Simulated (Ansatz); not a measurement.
Ti₃In (distorted cell), a check of forces and pressure against finite differences

With Ansatz's Python interface.

At the Python prompt:
```pycon
>>> import ansatz as az
>>> import numpy as np
>>> VECTORS = np.array([
...     [4.25893, -0.00126, -0.02976],
...     [-0.00126, 4.19264, 0.03555],
...     [-0.02976, 0.03555, 4.1701],
... ])
>>> SITES = [
...     ("Ti", (0.00144, 0.50813, 0.49943)),
...     ("Ti", (0.49832, 0.99483, 0.50155)),
...     ("Ti", (0.49842, 0.50061, 0.00212)),
...     ("In", (0.99899, 0.99689, 0.00486)),
... ]
>>> def make_crystal(cell):
...     crystal = az.Crystal(lattice=az.Lattice.of(cell))
...     for symbol, position in SITES:
...         crystal = crystal.atom(symbol, position)
...     return crystal
...
>>> def solve(crystal):
...     return (
...         crystal.calculation()
...         .functional("pbesol", dispersion="d3bjatm")
...         .occupations(az.OccupationsMethod.COLD, width=50 * az.meV)
...         .basis(540, xc_grid=2)
...         .kpoints(4, 4, 4)
...         .scf(tolerance=1e-09)
...         .forces()
...         .stress()
...         .run(threads=1)
...     ).report
...
>>> centre = solve(make_crystal(VECTORS))
DeckWarning: output.stress: scf.convergence.dr2_threshold = 1e-9 eV is looser than the 4e-10 eV advised for a printed stress (1e-10 eV for each atom of the cell: 4). What an SCF threshold leaves in a [...]
>>> start = make_crystal(VECTORS)
>>> # move one atom both ways along a Cartesian axis
>>> print(f"force on atom 1 along y: analytic {centre['forces_ev_ang'][1][1]:.4f} eV/A")
force on atom 1 along y: analytic 0.1163 eV/A
>>> for h in (0.004, 0.016):
...     shift = np.eye(3)[1] * h @ np.linalg.inv(VECTORS)
...     plus, minus = (solve(start.move(1, to=np.array(SITES[1][1]) + sign * shift))["lagrangian_ev"] for sign in (1, -1))
...     print(f"  step {h} A: numerical {-(plus - minus) / (2 * h):.4f} eV/A")
...
  step 0.004 A: numerical 0.1163 eV/A
  step 0.016 A: numerical 0.1156 eV/A
>>> # P = -dF/dV; the difference feels the change of the plane-wave count with the cell
>>> volume = abs(np.linalg.det(VECTORS))
>>> larger, smaller = (solve(make_crystal(VECTORS * (1 + sign * 0.005) ** (1 / 3)))["lagrangian_ev"] for sign in (1, -1))
>>> numerical = -(larger - smaller) / (0.01 * volume) * 160.21766
>>> print(f"pressure: analytic {np.trace(centre['stress_gpa']) / 3:.3f}, numerical {numerical:.3f} GPa")
pressure: analytic -10.858, numerical -10.855 GPa
```

What to keep in mind:
- Total energies depend on the potentials; only differences at equal settings carry meaning. A total without «per atom» is that of the whole cell that was run.
- Dispersion corrections can be off by several per cent in the lattices of metals, and by several GPa in the pressure at a fixed cell.
- For a metal this k-point mesh is coarse: on a finer one energies can move by several to tens of meV an atom and pressures by half a GPa or more, differences at one mesh by less.
- Pressure is positive in compression.
- The cell is a database structure, distorted on purpose.
- Warnings are shown shortened and without file and line.
- The central difference errs as the square of the step, so the shorter step is the fairer test; what remains comes from the finite grid and the SCF threshold.
- Run time: 74 s on 1 thread of Arm Neoverse V1, on a shared host, peak memory 0.45 GiB.
